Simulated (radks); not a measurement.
# Ru⁺ in [Kr] 4d7: an all-electron calculation

One table from this session's results is given with a row withheld; the runs are named, their logs left out.

Program: radks (a radial shooting solver on a logarithmic mesh, Libxc functionals) version 1. Level of theory: Dirac Kohn-Sham, PBE, spin-unpolarised, spherical densities, point nucleus; open shells fill j = l - 1/2 first. These are calculated values, not measurements, unless marked.

### Starting point

- element: ruthenium (Z = 44)
- charge: +1
- electrons: 43
- configuration: [Kr] 4d7

Set-up of the first run:

Settings of this run:

```text
Z 44
configuration [Kr] 4d7
relativity Dirac
functional pbe,pbe
spin unpolarised
j_filling energy
nucleus point
c 137.035999084
```

Command:

```console
> python run_ks.py task.json out
```

The same process makes all the runs of this session.

One table of the session follows, with a row left open; its other results are not shown here.

It belongs to the step «Shells». Radial moments (bohr):

| level | <r> | outermost maximum (interpolated) | 90 % within | nodes |
| --- | --- | --- | --- | --- |
| 1s1/2 | 0.03343 | 0.0217 | 0.0599 | 0 |
| 2s1/2 | 0.1453 | 0.123 | 0.225 | 1 |
| 2p1/2 | 0.1236 | 0.0955 | 0.202 | 0 |
| 2p3/2 | 0.1284 | 0.0995 | 0.209 | 0 |
| 3s1/2 | 0.4024 | 0.362 | 0.594 | 2 |
| 3p1/2 | ? | ? | ? | ? |
| 3p3/2 | 0.4063 | 0.358 | 0.613 | 1 |
| 3d3/2 | 0.3821 | 0.300 | 0.608 | 0 |
| 3d5/2 | 0.3856 | 0.302 | 0.613 | 0 |
| 4s1/2 | 1.020 | 0.915 | 1.48 | 3 |
| 4p1/2 | 1.109 | 0.967 | 1.64 | 2 |
| 4p3/2 | 1.140 | 0.992 | 1.69 | 2 |
| 4d3/2 | 1.631 | 1.21 | 2.64 | 1 |
| 4d5/2 | 1.654 | 1.22 | 2.68 | 1 |

**Question.** Estimate the row for 3p1/2.

**Answer.** <r>: 0.3956; outermost maximum (interpolated): 0.349; 90 % within: 0.598; nodes: 1. In the column «<r>» it lies between 3d5/2 (0.3856) and 3s1/2 (0.4024).

Limits of these values: Spin polarisation and multiplet splitting are left out.
